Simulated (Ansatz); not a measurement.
# CH7AlO2Si: up Jacob's ladder to CCSD(T)

Aim: compute CH7AlO2Si with functionals from several rungs and with coupled cluster, and see how far each lands from CCSD(T) at the basis-set limit for the atomisation energy.

The runs use Ansatz 0.2.0, Gaussian basis; functionals in def2-TZVPP, the program's frozen cores in correlated methods.

The runs, in order: PBE-D4, r2SCAN-D4, PBE0-D4, B3LYP-D4, ωB97X-V, ωB97M-V, B2PLYP; CCSD(T)/def2-TZVPP; MP2/def2-QZVPP; extrapolation to the limit.

### Step 1. Structure used throughout

An earlier PBE0-D4 in a triple-zeta def2 set relaxation fixed the geometry.

SMILES `C[O][Al]([OH])[SiH3]`, 12 atoms, charge 0, spin multiplicity 1.

Atoms are counted from 1 here; the program's logs count them from 0.

Bond lengths: C1–O2 1.396 Å, C1–H6 1.098 Å, C1–H7 1.095 Å, C1–H8 1.095 Å, O2–Al3 1.686 Å, Al3–O4 1.691 Å, Al3–Si5 2.438 Å, O4–H9 0.956 Å, Si5–H10 1.490 Å, Si5–H11 1.491 Å, Si5–H12 1.490 Å. Angles: O2–C1–H6 112.6°, O2–C1–H7 110.2°, O2–C1–H8 110.2°, H6–C1–H7 107.9°, H6–C1–H8 107.9°, H7–C1–H8 107.9°, C1–O2–Al3 136.1°, O2–Al3–O4 118.8°, O2–Al3–Si5 122.9°, O4–Al3–Si5 118.4°, Al3–O4–H9 123.5°, Al3–Si5–H10 111.3°, Al3–Si5–H11 111.3°, Al3–Si5–H12 111.3°, H10–Si5–H11 107.6°, H10–Si5–H12 107.7°, H11–Si5–H12 107.5°.

Geometry (Å):

```xyz
12
charge 0, multiplicity 1
C    -0.5847   -1.9713    0.7823
O    -0.7149   -0.6242    1.1263
Al   -0.2268    0.8494    0.4685
O    -0.6365    2.2769    1.2775
Si    1.0466    1.0166   -1.6044
H    -0.0274   -2.1169   -0.1520
H    -0.0605   -2.5146    1.5756
H    -1.5730   -2.4268    0.6599
H    -1.1340    2.2975    2.0939
H     2.3550    1.6935   -1.3823
H     1.3287   -0.3308   -2.1765
H     0.3043    1.7954   -2.6349
```

### Step 2. PBE-D4 (GGA)

The input, in.yaml:

```yaml
crystal:
  periodic: [false, false, false]
  atoms:
    - {symbol: C, position_ang: [-0.584682, -1.971260, 0.782350]}
    - {symbol: O, position_ang: [-0.714909, -0.624219, 1.126298]}
    - {symbol: Al, position_ang: [-0.226813, 0.849438, 0.468500]}
    - {symbol: O, position_ang: [-0.636505, 2.276937, 1.277497]}
    - {symbol: Si, position_ang: [1.046597, 1.016589, -1.604362]}
    - {symbol: H, position_ang: [-0.027386, -2.116866, -0.152002]}
    - {symbol: H, position_ang: [-0.060491, -2.514584, 1.575597]}
    - {symbol: H, position_ang: [-1.572953, -2.426775, 0.659913]}
    - {symbol: H, position_ang: [-1.133955, 2.297529, 2.093913]}
    - {symbol: H, position_ang: [2.355031, 1.693455, -1.382253]}
    - {symbol: H, position_ang: [1.328685, -0.330790, -2.176549]}
    - {symbol: H, position_ang: [0.304280, 1.795444, -2.634902]}
basis:
  gaussian: {orbitals: def2-TZVPP}
hamiltonian: {xc: pbe, dispersion: d4}
output: {forces: true, orbitals: {seedname: orbitals}}
```

The run is started by

```console
$ ansatz run in.yaml --threads 4 --pin off --events-out ev --progress --plain --max-ram 10444MiB
```

The runs that follow: r2SCAN-D4 (meta-GGA); PBE0-D4 (hybrid); B3LYP-D4 (hybrid); ωB97X-V (range-separated); ωB97M-V (range-separated); B2PLYP (double hybrid); CCSD(T) in def2-TZVPP; MP2 in def2-QZVPP.

**Question.** What will the summary of the whole plan be? Wanted: atomisation energy, CCSD(T)/CBS; farthest; mean size of error, hybrid; mean size of error, range-separated; gap, smallest and largest; T1 diagnostic; triples share of the correlation energy.

**Answer**, as computed:

```
                               quantity                                 value
        atomisation energy, CCSD(T)/CBS                             43.968 eV
    functionals within 0.220 eV (0.5 %)   PBE-D4, r2SCAN-D4, ωB97X-V, ωB97M-V
                               farthest                    B2PLYP (-0.678 eV)
             mean size of error, hybrid                              0.459 eV
    mean size of error, range-separated                              0.081 eV
              gap, smallest and largest  4.87 eV (PBE-D4), 11.16 eV (ωB97X-V)
                          T1 diagnostic                                0.0133
triples share of the correlation energy                                 3.4 %
```

**Reading.** PBE-D4 is off by +0.081 eV. Double hybrids carry the basis error of their MP2 part in triple zeta, and no dispersion term here, so their miss is partly the set-up's. The reference freezes the cores and leaves out relativity and excitations past (T), so misses under about 0.220 eV can't be ranked. Hartree-Fock recovers 73 % of the binding; the rest is correlation. The gap grows from 4.9 to 11.2 eV across the functionals, mostly with the share of exact exchange.
